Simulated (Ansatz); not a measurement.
# CH2BFO: molecular dynamics

Aim: follow the molecule's vibrations and see whether its bonds hold. The start is relaxed first. Runs: 300 steps of 0.25 fs under a Nosé-Hoover thermostat at 1000 K. SMILES of the start: O=CBF.

Method: RKS r2SCAN-D4/def2-SVP, in Ansatz 0.2.0.

## 1. The system as given

Bond lengths: O1–C2 1.267 Å, C2–B3 1.568 Å, B3–F4 1.429 Å, C2–H5 1.085 Å, B3–H6 1.184 Å. Angles: O1–C2–B3 119.7°, O1–C2–H5 119.7°, B3–C2–H5 120.5°, C2–B3–F4 117.7°, C2–B3–H6 119.3°, F4–B3–H6 122.5°.

Structure file:

```xyz
6

O     1.0616   -0.6070   -1.2824
C     0.4451    0.2728   -0.6114
B    -0.4875   -0.1633    0.5708
F    -0.5550   -1.5558    0.8860
H     0.5768    1.3223   -0.8509
H    -0.9988    0.6670    1.2417
```

## 2. Preparing the start

input.yaml

```yaml
crystal:
  periodic: [false, false, false]
  atoms:
    - { symbol: O, position_ang: [1.0616, -0.607, -1.2824] }
    - { symbol: C, position_ang: [0.4451, 0.2728, -0.6114] }
    - { symbol: B, position_ang: [-0.4875, -0.1633, 0.5708] }
    - { symbol: F, position_ang: [-0.555, -1.5558, 0.886] }
    - { symbol: H, position_ang: [0.5768, 1.3223, -0.8509] }
    - { symbol: H, position_ang: [-0.9988, 0.667, 1.2417] }
basis:
  gaussian: { orbitals: def2-SVP }
hamiltonian:
  xc: r2scan
  dispersion: d4
relax:
  f_tol: 0.02
  max_steps: 40
```

On the command line:

```bash
> ansatz run input.yaml --threads 1 --pin off --max-ram 2048MiB --backend cpu --events-out ev --progress --plain --runs-dir out
```

The runs that follow: Dynamics.

**Question.** What will these runs give? Wanted: relaxation of the start; temperature, first and last step; temperature, second half; potential energy, second half; largest change of the conserved energy; bonds formed or broken.

**Answer**, as computed:

| quantity | value |
| --- | --- |
| relaxation of the start | 6 moves, 0.421 eV lower |
| length | 300 steps of 0.25 fs |
| temperature, first and last step | 1000 and 631 K |
| temperature, second half | mean 699 K, from 480 to 946 K |
| potential energy, second half | +27 meV/atom from the start |
| largest change of the conserved energy | 0.04 meV/atom |
| bonds formed or broken | 0 |

**Reading.** Against a set 1000 K the second half averages 699 K with a spread of 122 K; 27 meV/atom has gone into potential energy, and a thermostat that acts over some 300 fs has not made it up in 75 fs. The conserved energy strays from its start by at most 0.04 meV/atom, under 0.1 % of the mean kinetic energy, so a step of 0.25 fs is short enough over this time. No bond forms or breaks. A run of 75 fs with 6 atoms shows the motion but fixes no equilibrium value. The nuclei move classically, without zero-point motion, which matters most for hydrogen.
